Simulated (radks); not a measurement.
# Taking charge from the 4p level of Tc²⁺ in fractions

An exercise on one series of results from a longer session: the logs are not shown, and one member is left open.

Program: radks (a radial shooting solver on a logarithmic mesh, Libxc functionals) version 1. Level of theory: scalar-relativistic Kohn-Sham, PBE, spin-unpolarised, spherical densities, point nucleus. These are calculated values, not measurements, unless marked.

**Starting point**

```
element       : technetium (Z = 43)
charge        : +2
electrons     : 41
configuration : [Kr] 4d5
```

The outer shells:

Tc²⁺
```
[Kr] core
4d [↑ ][↑ ][↑ ][↑ ][↑ ]
```

Set-up of the first run:

The run's settings:

```text
Z 43
configuration [Kr] 4d5
relativity scalar-relativistic
functional pbe,pbe
spin unpolarised
nucleus point
c 137.035999084
```

Among the steps run: Start: [Kr] 4d5.

One table of the session follows, with a row left open; its other results are not shown here.

It belongs to the step «Start: [Kr] 4d5». Sizes of the orbitals, from the radial functions (bohr):

```
level     <r>  outermost maximum (interpolated)  90 % within  nodes
   2s  0.1496                             0.126        0.231      1
   2p  0.1304                             0.101        0.212      0
   3s  0.4154                             0.372        0.613      2
   3p  0.4163                             0.366        0.628      1
   3d  0.3990                             0.311        0.636      0
   4s   1.058                             0.950         1.54      3
   4p   1.171                              1.02         1.73      2
   4d       ?                                 ?            ?      ?
```

Estimate the missing values for 4d.

As computed: <r>: 1.618; outermost maximum (interpolated): 1.26; 90 % within: 2.55; nodes: 1. In the column «<r>» it is the highest.
